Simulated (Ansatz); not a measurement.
# CH₄Mg + SiH₄: a complex and its separated parts

Aim: how far the complex at one end of a reaction step lies below its separated, relaxed parts, level by level.

Computed with Ansatz 0.2.0, Gaussian basis. Level: PBE0-D4/def2-TZVP structures, single points in def2-TZVPP, no counterpoise correction.

Levels: SPW92, PBE-D4, BLYP-D4, r2SCAN-D4, B97M-V, PBE0-D4, B3LYP-D4, r2SCAN0-D4, BHLYP-D4, CAM-B3LYP-D4, wB97X-V, wB97M-V, B2PLYP, PBE-QIDH, RPA on PBE, Hartree-Fock, MP2, CCSD, CCSD(T).

Correlated methods freeze the cores. The outer core shell of Li, Na, Mg and K is correlated. B3LYP uses VWN-RPA correlation. B2PLYP carries no dispersion term here.

21 further runs of the same task are left out: 21 set aside as unsound or not needed.

**1. Starting geometry**

The complex: 11 atoms, charge 0, spin multiplicity 1.

Atoms are counted from 1 here; the program's logs count them from 0.

Bond lengths: Mg1–H2 1.711 Å, Mg1–C3 2.090 Å, C3–H6 1.095 Å, C3–H7 1.095 Å, C3–H8 1.096 Å, H4–Si5 1.498 Å, Si5–H9 1.480 Å, Si5–H10 1.481 Å, Si5–H11 1.483 Å. Angles: H2–Mg1–C3 171.1°, Mg1–C3–H6 112.6°, Mg1–C3–H7 112.9°, Mg1–C3–H8 110.7°, H6–C3–H7 106.9°, H6–C3–H8 106.6°, H7–C3–H8 106.6°, H4–Si5–H9 108.9°, H4–Si5–H10 108.7°, H4–Si5–H11 106.9°, H9–Si5–H10 111.2°, H9–Si5–H11 110.6°, H10–Si5–H11 110.5°.

As a file:

| atom | x (Å) | y (Å) | z (Å) |
| --- | --- | --- | --- |
| Mg1 | 1.2829 | -1.1147 | 0.7062 |
| H2 | 1.8583 | -2.6774 | 0.3123 |
| C3 | 0.7912 | 0.7832 | 1.4315 |
| H4 | -0.2040 | -1.1282 | -1.1302 |
| Si5 | -1.2200 | -0.0707 | -1.4376 |
| H6 | 0.9935 | 1.5777 | 0.7049 |
| H7 | -0.2631 | 0.8714 | 1.7152 |
| H8 | 1.3771 | 1.0200 | 2.3266 |
| H9 | -0.5182 | 1.2053 | -1.7046 |
| H10 | -2.1383 | 0.0549 | -0.2825 |
| H11 | -1.9594 | -0.5214 | -2.6419 |

Its parts: CH₄Mg holds atoms 1, 2, 3, 6, 7, 8; SiH₄ holds atoms 4, 5, 9, 10, 11. Each part counts its atoms afresh in its own runs.

**2. Relaxing CH₄Mg alone**

Contents of relax-a/in.yaml:

```yaml
crystal:
  periodic: [false, false, false]
  atoms:
    - {symbol: Mg, position_ang: [1.282901, -1.114700, 0.706235]}
    - {symbol: H, position_ang: [1.858296, -2.677411, 0.312302]}
    - {symbol: C, position_ang: [0.791186, 0.783183, 1.431465]}
    - {symbol: H, position_ang: [0.993526, 1.577651, 0.704928]}
    - {symbol: H, position_ang: [-0.263070, 0.871401, 1.715166]}
    - {symbol: H, position_ang: [1.377117, 1.019992, 2.326565]}
basis:
  gaussian: {orbitals: def2-TZVP}
hamiltonian: {xc: pbe0, dispersion: d4}
relax: {f_tol: 0.005, max_steps: 200}
```

The command line of these runs was not kept.

Log, cut to the lines that bear on the results:

```text
Functional definition: PBE0
  name "PBE0"
  cite "Adamo & Barone, J. Chem. Phys. 110, 6158 (1999) doi:10.1063/1.478522"
  cite "Perdew, Burke & Ernzerhof, Phys. Rev. Lett. 77, 3865 (1996) doi:10.1103/PhysRevLett.77.3865"
  parent pbe
[...]
644 factors; their error is unknown
[...]
mean field -6541.93799700 eV, -240.4117871051 hartree, gradient 1.3e-5 eV, S^2 0.000000; 0 other end points of the search recorded, 0 dependent functions left out
[...]
reference -6541.93803488 eV, -240.4117884969 hartree; 11, 11 occupied and 76, 76 virtual orbitals, 644 factors
relax step   1: F+E_penalty+E_count = -6541.98941065 eV  Δ(F+E_penalty+E_count) = +0.000e0 eV  max|allowed force component| = 1.482e-1 eV/Å  Δτ_max = 0.0000 Å  (22 SCF iters, accepted)
[...]
relax step   4: F+E_penalty+E_count = -6542.00073208 eV  Δ(F+E_penalty+E_count) = -1.936e-4 eV  max|allowed force component| = 4.442e-2 eV/Å  Δτ_max = 0.0151 Å  (27 SCF iters, accepted)
[...]
relax step   5: F+E_penalty+E_count = -6542.00082170 eV  Δ(F+E_penalty+E_count) = -8.962e-5 eV  max|allowed force component| = 6.931e-4 eV/Å  Δτ_max = 0.0027 Å  (19 SCF iters, accepted)
644 factors; their error is unknown
mean field -6541.94938490 eV, -240.4122056024 hartree, gradient 2.3e-5 eV, S^2 0.000000; 1 other end points of the search recorded, 0 dependent functions left out
[...]
reference -6541.94942295 eV, -240.4122070009 hartree; 11, 11 occupied and 76, 76 virtual orbitals, 644 factors
Total energy: -6542.00085975 eV, -240.4140972685 hartree
Atom 0 at     1.350414    -1.115508     0.786273 Å, force     0.000242    -0.000543    -0.000085 eV/Å
Atom 1 at     1.800273    -2.673994     0.246743 Å, force     0.000062    -0.000542    -0.000300 eV/Å
Atom 2 at     0.802784     0.783236     1.444128 Å, force     0.000392    -0.000693    -0.000012 eV/Å
Atom 3 at     0.993001     1.549139     0.684895 Å, force    -0.000196     0.000643    -0.000145 eV/Å
Atom 4 at    -0.262285     0.837872     1.692857 Å, force    -0.000496     0.000473     0.000085 eV/Å
Atom 5 at     1.355769     1.079370     2.341766 Å, force    -0.000005     0.000661     0.000456 eV/Å
Dipole moment:    -0.025465     0.087809     0.030256 e Å
```

Wall time 3.1 s (4 threads, shared host); peak memory 0.14 GiB.

Along the way:

| step | energy from step 1 (eV) | largest force component (eV/Å) |
| --- | --- | --- |
| 1 | 0.0000 | 0.1482 |
| 2 | -0.0087 | 0.0339 |
| 3 | -0.0111 | 0.0334 |
| 4 | -0.0113 | 0.0444 |
| 5 | -0.0114 | 0.0007 |

Distances of close pairs at the start and the end, largest changes first:

| bond | before (Å) | after (Å) | change (Å) |
| --- | --- | --- | --- |
| Mg1–C3 | 2.090 | 2.083 | -0.008 |
| Mg1–H2 | 1.711 | 1.709 | -0.002 |
| C3–H6 | 1.096 | 1.095 | -0.001 |
| C3–H4 | 1.095 | 1.095 | -0.000 |
| C3–H5 | 1.095 | 1.095 | -0.000 |

**3. Relaxing SiH₄ alone**

Contents of relax-b/in.yaml:

```yaml
crystal:
  periodic: [false, false, false]
  atoms:
    - {symbol: H, position_ang: [-0.203954, -1.128168, -1.130176]}
    - {symbol: Si, position_ang: [-1.219999, -0.070670, -1.437599]}
    - {symbol: H, position_ang: [-0.518244, 1.205253, -1.704572]}
    - {symbol: H, position_ang: [-2.138291, 0.054872, -0.282490]}
    - {symbol: H, position_ang: [-1.959367, -0.521404, -2.641919]}
basis:
  gaussian: {orbitals: def2-TZVP}
hamiltonian: {xc: pbe0, dispersion: d4}
relax: {f_tol: 0.005, max_steps: 200}
```

Log, cut to the lines that bear on the results:

```text
[... 5 set-up lines as earlier in the session ...]
[...]
444 factors; their error is unknown
[...]
mean field -7939.07777817 eV, -291.7557270476 hartree, gradient 1.6e-5 eV, S^2 0.000000; 0 other end points of the search recorded, 0 dependent functions left out
[...]
reference -7939.07780496 eV, -291.7557280320 hartree; 9, 9 occupied and 52, 52 virtual orbitals, 444 factors
relax step   1: F+E_penalty+E_count = -7939.11236308 eV  Δ(F+E_penalty+E_count) = +0.000e0 eV  max|allowed force component| = 4.479e-1 eV/Å  Δτ_max = 0.0000 Å  (18 SCF iters, accepted)
[...]
444 factors; their error is unknown
[...]
mean field -7939.08539400 eV, -291.7560069243 hartree, gradient 2.3e-5 eV, S^2 0.000000; 1 other end points of the search recorded, 0 dependent functions left out
[...]
reference -7939.08542075 eV, -291.7560079071 hartree; 9, 9 occupied and 52, 52 virtual orbitals, 444 factors
Total energy: -7939.12000216 eV, -291.7572787505 hartree
Atom 0 at    -0.192893    -1.127011    -1.118653 Å, force     0.000026    -0.000063    -0.000017 eV/Å
Atom 1 at    -1.207973    -0.092023    -1.439354 Å, force     0.000099    -0.000124     0.000023 eV/Å
Atom 2 at    -0.529235     1.201842    -1.703243 Å, force     0.000092     0.000216    -0.000040 eV/Å
Atom 3 at    -2.137588     0.061737    -0.291928 Å, force    -0.000146     0.000038     0.000170 eV/Å
Atom 4 at    -1.972166    -0.504662    -2.643579 Å, force    -0.000071    -0.000067    -0.000136 eV/Å
Dipole moment:    -0.000003     0.000001    -0.000002 e Å
```

Run time: 1.2 s. Hardware: 4 threads, shared host.

The steps of the relaxation:

| step | energy from step 1 (eV) | largest force component (eV/Å) |
| --- | --- | --- |
| 1 | 0.0000 | 0.4479 |
| 2 | -0.0071 | 0.0677 |
| 3 | -0.0076 | 0.0075 |
| 4 | -0.0076 | 0.0002 |

Close pairs (by a distance rule), those that changed most:

| bond | before (Å) | after (Å) | change (Å) |
| --- | --- | --- | --- |
| H1–Si2 | 1.498 | 1.485 | -0.014 |
| Si2–H3 | 1.480 | 1.485 | +0.004 |
| Si2–H4 | 1.481 | 1.485 | +0.004 |
| Si2–H5 | 1.483 | 1.485 | +0.001 |

**4. wB97M-V/def2-TZVPP**

Contents of parta/in.yaml:

```yaml
crystal:
  periodic: [false, false, false]
  atoms:
    - {symbol: Mg, position_ang: [1.350414, -1.115508, 0.786273]}
    - {symbol: H, position_ang: [1.800273, -2.673994, 0.246743]}
    - {symbol: C, position_ang: [0.802784, 0.783236, 1.444128]}
    - {symbol: H, position_ang: [0.993001, 1.549139, 0.684895]}
    - {symbol: H, position_ang: [-0.262285, 0.837872, 1.692857]}
    - {symbol: H, position_ang: [1.355769, 1.079370, 2.341766]}
basis:
  gaussian: {orbitals: def2-TZVPP}
hamiltonian: {xc: {name: wB97M-V}}
```

Contents of partb/in.yaml:

```yaml
crystal:
  periodic: [false, false, false]
  atoms:
    - {symbol: H, position_ang: [-0.192893, -1.127011, -1.118653]}
    - {symbol: Si, position_ang: [-1.207973, -0.092023, -1.439354]}
    - {symbol: H, position_ang: [-0.529235, 1.201842, -1.703243]}
    - {symbol: H, position_ang: [-2.137588, 0.061737, -0.291928]}
    - {symbol: H, position_ang: [-1.972166, -0.504662, -2.643579]}
basis:
  gaussian: {orbitals: def2-TZVPP}
hamiltonian: {xc: {name: wB97M-V}}
```

Output in parta, cut to the lines that bear on the results:

```text
Functional definition: wB97M-V
  name "wB97M-V"
  cite "Mardirossian & Head-Gordon, J. Chem. Phys. 144, 214110 (2016) doi:10.1063/1.4952647"
  cite "Becke, J. Chem. Phys. 107, 8554 (1997) doi:10.1063/1.475007"
  cite "Vydrov & Van Voorhis, J. Chem. Phys. 133, 244103 (2010) doi:10.1063/1.3521275"
  # Of w^i u^j: cxij and so on, Table III.
[...]
  gx(w, u) = 1 - cx + cx01*u + cx10*w
  gss(w, u) = css00 + css04*u^4 + css10*w + css20*w^2 + css43*w^4*u^3
  gos(w, u) = cos00 + cos10*w + (cos20 + cos21*u)*w^2 + (cos60 + cos61*u)*w^6
[...]
      + integral(e_c_pw_mod_opposite_spin*gos(b97_w_opposite, b97_u_opposite)) + vv10(b, c)
704 factors; their error is unknown
198 factors; integrals over basis functions are off by at most 2.7e-5 eV
[...]
mean field -6545.12459934 eV, -240.5288925811 hartree, gradient 4.0e-5 eV, S^2 0.000000; 0 other end points of the search recorded, 0 dependent functions left out
reference -6545.12465820 eV, -240.5288947438 hartree; 11, 11 occupied and 108, 108 virtual orbitals, 704 factors
Total energy: -6545.12465820 eV, -240.5288947438 hartree
```

partb printed, cut to the lines that bear on the results:

```text
[... 5 set-up lines as earlier in the session ...]
  # Of w^i u^j: cxij and so on, Table III.
[...]
  gx(w, u) = 1 - cx + cx01*u + cx10*w
  gss(w, u) = css00 + css04*u^4 + css10*w + css20*w^2 + css43*w^4*u^3
  gos(w, u) = cos00 + cos10*w + (cos20 + cos21*u)*w^2 + (cos60 + cos61*u)*w^6
[...]
      + integral(e_c_pw_mod_opposite_spin*gos(b97_w_opposite, b97_u_opposite)) + vv10(b, c)
527 factors; their error is unknown
136 factors; integrals over basis functions are off by at most 1.1e-5 eV
[...]
mean field -7941.54392427 eV, -291.8463562452 hartree, gradient 4.9e-5 eV, S^2 0.000000; 0 other end points of the search recorded, 0 dependent functions left out
reference -7941.54396666 eV, -291.8463578030 hartree; 9, 9 occupied and 89, 89 virtual orbitals, 527 factors
Total energy: -7941.54396666 eV, -291.8463578030 hartree
```

Wall times: 2.1 s (parta), 1.1 s (partb) on 4 threads, shared host; peak memory 0.23 GiB.

**5. CCSD(T)/def2-TZVPP**

Each input of step 4 (parta, partb) changes in the same lines:

```diff
-hamiltonian: {xc: {name: wB97M-V}}
+correlation: {method: ccsd_t}
```

Output in parta, cut to the lines that bear on the results:

```text
Functional definition: HF
  name "HF"
  cite "Fock, Z. Phys. 61, 126 (1930) doi:10.1007/BF01340294"
[... 1 set-up line as earlier in the session ...]
[...]
764 factors; integrals over basis functions are off by at most 1.1e-3 eV
[...]
mean field -6524.94421042 eV, -239.7872769670 hartree, gradient 6.8e-6 eV, S^2 0.000000; 0 other end points of the search recorded, 0 dependent functions left out
2 core orbitals not correlated: weight in the atoms' cores, before any rotation towards them, 1.000 or more for the frozen orbitals, at most 0.000 for the correlated occupied ones
reference -6524.94421042 eV, -239.7872769670 hartree; 9, 9 occupied and 108, 108 virtual orbitals, 764 factors
second order -10.79085008 eV of doubles, -0.00000000 eV of singles
cycle   1  -11.32956123 eV  change   -5.4e-1 eV  update   5.9e-2
[...]
cycle   9  -11.58963687 eV  change    3.1e-6 eV  update   8.1e-6
perturbative correction -0.26952819 eV, -0.0099049784 hartree
Total energy: -6536.80337549 eV, -240.2230932446 hartree
```

Output in partb, cut to the lines that bear on the results:

```text
[... 4 set-up lines as earlier in the session ...]
[...]
537 factors; integrals over basis functions are off by at most 8.3e-4 eV
[...]
mean field -7925.54413719 eV, -291.2583749150 hartree, gradient 1.8e-6 eV, S^2 0.000000; 0 other end points of the search recorded, 0 dependent functions left out
5 core orbitals not correlated: weight in the atoms' cores, before any rotation towards them, 1.000 or more for the frozen orbitals, at most 0.000 for the correlated occupied ones
reference -7925.54413719 eV, -291.2583749150 hartree; 4, 4 occupied and 89, 89 virtual orbitals, 537 factors
second order -3.90715096 eV of doubles, -0.00000000 eV of singles
cycle   1  -4.49744162 eV  change   -5.9e-1 eV  update   5.5e-2
[...]
cycle   8  -4.71919189 eV  change   -5.5e-7 eV  update   3.7e-6
perturbative correction -0.10445280 eV, -0.0038385697 hartree
Total energy: -7930.36778188 eV, -291.4356405878 hartree
```

Wall times: 3.6 s (parta), 0.55 s (partb) on 4 threads, shared host; peak memory 0.56 GiB.

**6. Vibrations of CH₄Mg**

Contents of vib-parta/in.yaml:

```yaml
crystal:
  periodic: [false, false, false]
  atoms:
    - {symbol: Mg, position_ang: [1.350414, -1.115508, 0.786273]}
    - {symbol: H, position_ang: [1.800273, -2.673994, 0.246743]}
    - {symbol: C, position_ang: [0.802784, 0.783236, 1.444128]}
    - {symbol: H, position_ang: [0.993001, 1.549139, 0.684895]}
    - {symbol: H, position_ang: [-0.262285, 0.837872, 1.692857]}
    - {symbol: H, position_ang: [1.355769, 1.079370, 2.341766]}
basis:
  gaussian: {orbitals: def2-TZVP}
hamiltonian: {xc: pbe0, dispersion: d4}
phonons: {temperatures: {t_min: 298.15, t_max: 900, t_step: 200}}
```

Log, cut to the lines that bear on the results:

```text
[... 5 set-up lines as earlier in the session ...]
[...]
644 factors; their error is unknown
[...]
mean field -6541.94938500 eV, -240.4122056062 hartree, gradient 1.1e-5 eV, S^2 0.000000; 0 other end points of the search recorded, 0 dependent functions left out
[...]
reference -6541.94942306 eV, -240.4122070047 hartree; 11, 11 occupied and 76, 76 virtual orbitals, 644 factors
[... from here to the last solve, the lines of the solves are left out (35 solves) ...]
644 factors; their error is unknown
mean field -6541.94931358 eV, -240.4122029814 hartree, gradient 1.7e-6 eV, S^2 0.000000; 0 other end points of the search recorded, 0 dependent functions left out
[...]
reference -6541.94935163 eV, -240.4122043799 hartree; 11, 11 occupied and 76, 76 virtual orbitals, 644 factors
Total energy: -6542.00085986 eV, -240.4140972722 hartree
Atom 0 at     1.350414    -1.115508     0.786273 Å, force     0.000245    -0.000544    -0.000078 eV/Å
Atom 1 at     1.800273    -2.673994     0.246743 Å, force     0.000063    -0.000542    -0.000297 eV/Å
Atom 2 at     0.802784     0.783236     1.444128 Å, force     0.000393    -0.000686    -0.000039 eV/Å
Atom 3 at     0.993001     1.549139     0.684895 Å, force    -0.000197     0.000652    -0.000135 eV/Å
Atom 4 at    -0.262285     0.837872     1.692857 Å, force    -0.000500     0.000473     0.000095 eV/Å
Atom 5 at     1.355769     1.079370     2.341766 Å, force    -0.000003     0.000646     0.000453 eV/Å
Dipole moment:    -0.025465     0.087808     0.030257 e Å
Vibrations: 296.46 296.47 545.87 569.24 569.27 1151.14 1440.97 1440.99 1606.01 3025.35 3105.50 3105.58 cm⁻¹, zero-point energy 1.063340 eV
```

Run time: 13 s. Hardware: 4 threads, shared host; peak memory 0.13 GiB.

The modes, with what each moves most:

| mode | wavenumber (cm⁻¹) | character |
| --- | --- | --- |
| 1 | 296 | bend |
| 2 | 296 | bend |
| 3 | 546 | Mg–C stretch |
| 4 | 569 | bend |
| 5 | 569 | bend |
| 6 | 1151 | bend |
| 7 | 1441 | bend |
| 8 | 1441 | bend |
| 9 | 1606 | Mg–H stretch |
| 10 | 3025 | C–H stretch |
| 11 | 3106 | C–H stretch |
| 12 | 3106 | C–H stretch |

Vibrational sums (real modes only):

| T (K) | entropy (J/mol/K) | heat capacity (J/mol/K) |
| --- | --- | --- |
| 298 | 18.9 | 30.0 |
| 498 | 38.3 | 46.0 |
| 698 | 55.8 | 57.5 |
| 898 | 71.4 | 66.2 |

**7. Vibrations of SiH₄**

Contents of vib-partb/in.yaml:

```yaml
crystal:
  periodic: [false, false, false]
  atoms:
    - {symbol: H, position_ang: [-0.192893, -1.127011, -1.118653]}
    - {symbol: Si, position_ang: [-1.207973, -0.092023, -1.439354]}
    - {symbol: H, position_ang: [-0.529235, 1.201842, -1.703243]}
    - {symbol: H, position_ang: [-2.137588, 0.061737, -0.291928]}
    - {symbol: H, position_ang: [-1.972166, -0.504662, -2.643579]}
basis:
  gaussian: {orbitals: def2-TZVP}
hamiltonian: {xc: pbe0, dispersion: d4}
phonons: {temperatures: {t_min: 298.15, t_max: 900, t_step: 200}}
```

Log, cut to the lines that bear on the results:

```text
[... 5 set-up lines as earlier in the session ...]
[...]
444 factors; their error is unknown
[...]
mean field -7939.08540061 eV, -291.7560071670 hartree, gradient 2.9e-5 eV, S^2 0.000000; 0 other end points of the search recorded, 0 dependent functions left out
[...]
reference -7939.08542691 eV, -291.7560081335 hartree; 9, 9 occupied and 52, 52 virtual orbitals, 444 factors
[... from here to the last solve, the lines of the solves are left out (17 solves) ...]
444 factors; their error is unknown
mean field -7939.08539221 eV, -291.7560068583 hartree, gradient 9.7e-7 eV, S^2 0.000000; 0 other end points of the search recorded, 0 dependent functions left out
[...]
reference -7939.08541851 eV, -291.7560078248 hartree; 9, 9 occupied and 52, 52 virtual orbitals, 444 factors
Total energy: -7939.12000832 eV, -291.7572789769 hartree
Atom 0 at    -0.192893    -1.127011    -1.118653 Å, force     0.000020    -0.000054    -0.000021 eV/Å
Atom 1 at    -1.207973    -0.092023    -1.439354 Å, force     0.000092    -0.000104     0.000021 eV/Å
Atom 2 at    -0.529235     1.201842    -1.703243 Å, force     0.000078     0.000184    -0.000033 eV/Å
Atom 3 at    -2.137588     0.061737    -0.291928 Å, force    -0.000131     0.000036     0.000150 eV/Å
Atom 4 at    -1.972166    -0.504662    -2.643579 Å, force    -0.000059    -0.000063    -0.000118 eV/Å
Dipole moment:    -0.000003     0.000001    -0.000002 e Å
Vibrations: 906.76 906.76 906.76 968.56 968.57 2235.43 2245.06 2245.09 2245.10 cm⁻¹, zero-point energy 0.844834 eV
```

Wall time 3.2 s (4 threads, shared host).

The modes, with what each moves most:

| mode | wavenumber (cm⁻¹) | character |
| --- | --- | --- |
| 1 | 907 | bend |
| 2 | 907 | bend |
| 3 | 907 | bend |
| 4 | 969 | bend |
| 5 | 969 | bend |
| 6 | 2235 | Si–H stretch |
| 7 | 2245 | Si–H stretch |
| 8 | 2245 | Si–H stretch |
| 9 | 2245 | Si–H stretch |

Vibrational sums (real modes only):

| T (K) | entropy (J/mol/K) | heat capacity (J/mol/K) |
| --- | --- | --- |
| 298 | 2.6 | 9.7 |
| 498 | 11.5 | 25.7 |
| 698 | 22.2 | 38.0 |
| 898 | 32.9 | 47.1 |

**8. Complex less separated parts**

The complex's own energies come from single points at the same levels. Levels not printed above were run the same way.

Rows are in def2-TZVPP; times add the 3 runs of a level on a shared host, so small differences are noise.

| method | rung | complex less parts (eV) | from CCSD(T) (eV) | time |
| --- | --- | --- | --- | --- |
| SPW92 | LDA | -0.220 | -0.119 | 1.5 s |
| PBE-D4 | GGA | -0.147 | -0.046 | 2.3 s |
| BLYP-D4 | GGA | -0.111 | -0.010 | 2.4 s |
| r2SCAN-D4 | meta-GGA | -0.136 | -0.035 | 5.4 s |
| B97M-V | meta-GGA | -0.118 | -0.017 | 11 s |
| PBE0-D4 | hybrid | -0.139 | -0.038 | 3 s |
| B3LYP-D4 | hybrid | -0.117 | -0.016 | 2.7 s |
| r2SCAN0-D4 | hybrid | -0.135 | -0.034 | 5.4 s |
| BHLYP-D4 | hybrid | -0.124 | -0.023 | 2.8 s |
| CAM-B3LYP-D4 | range-separated hybrid | -0.106 | -0.005 | 3.3 s |
| wB97X-V | range-separated hybrid | -0.111 | -0.010 | 9.1 s |
| wB97M-V | range-separated hybrid | -0.117 | -0.016 | 9.7 s |
| B2PLYP | double hybrid | -0.038 | +0.063 | 5 s |
| PBE-QIDH | double hybrid | -0.090 | +0.011 | 5.2 s |
| RPA on PBE | RPA | -0.072 | +0.029 | 5.4 s |
| Hartree-Fock | wavefunction | 0.040 | +0.141 |  |
| MP2 | wavefunction | -0.096 | +0.005 |  |
| CCSD | wavefunction | -0.082 | +0.019 |  |
| CCSD(T) | wavefunction | -0.101 | 0 | 71 s |

Among the levels timed on like hardware and quicker than the yardstick, those that no quicker one beats, quickest first: SPW92 (1.5 s, -0.119 eV); PBE-D4 (2.3 s, -0.046 eV); BLYP-D4 (2.4 s, -0.010 eV); CAM-B3LYP-D4 (3.3 s, -0.005 eV).

CAM-B3LYP-D4 reaches 0.005 eV from the reference in 3.3 s, where CCSD(T) took 71 s; the quickest level in the cost chart, SPW92, takes 1.5 s and misses by 0.119 eV.

The complex's zero-point energy, from a separate PBE0-D4 run, is 1.947 eV.

**9. Results**

| quantity | value |
| --- | --- |
| complex less parts, CCSD(T)/def2-TZVPP | -0.101 eV |
| with zero-point energy | -0.063 eV |
| largest T1 diagnostic | 0.011 |

At CCSD(T) the complex lies 0.101 eV below its parts. Among the functionals CAM-B3LYP-D4 lands nearest to CCSD(T) (-0.005 eV) and SPW92 farthest (-0.119 eV). Mean unsigned error by rung: LDA 0.119, GGA 0.028, meta-GGA 0.026, hybrid 0.028, range-separated hybrid 0.010, double hybrid 0.037 eV. PBE-D4 gives a relative energy 0.046 eV too low, an error of 46 % of the reference. No counterpoise was applied, and triple zeta lacks some correlation, so the CCSD(T) reference has a basis error of its own, and close matches with it are partly luck.
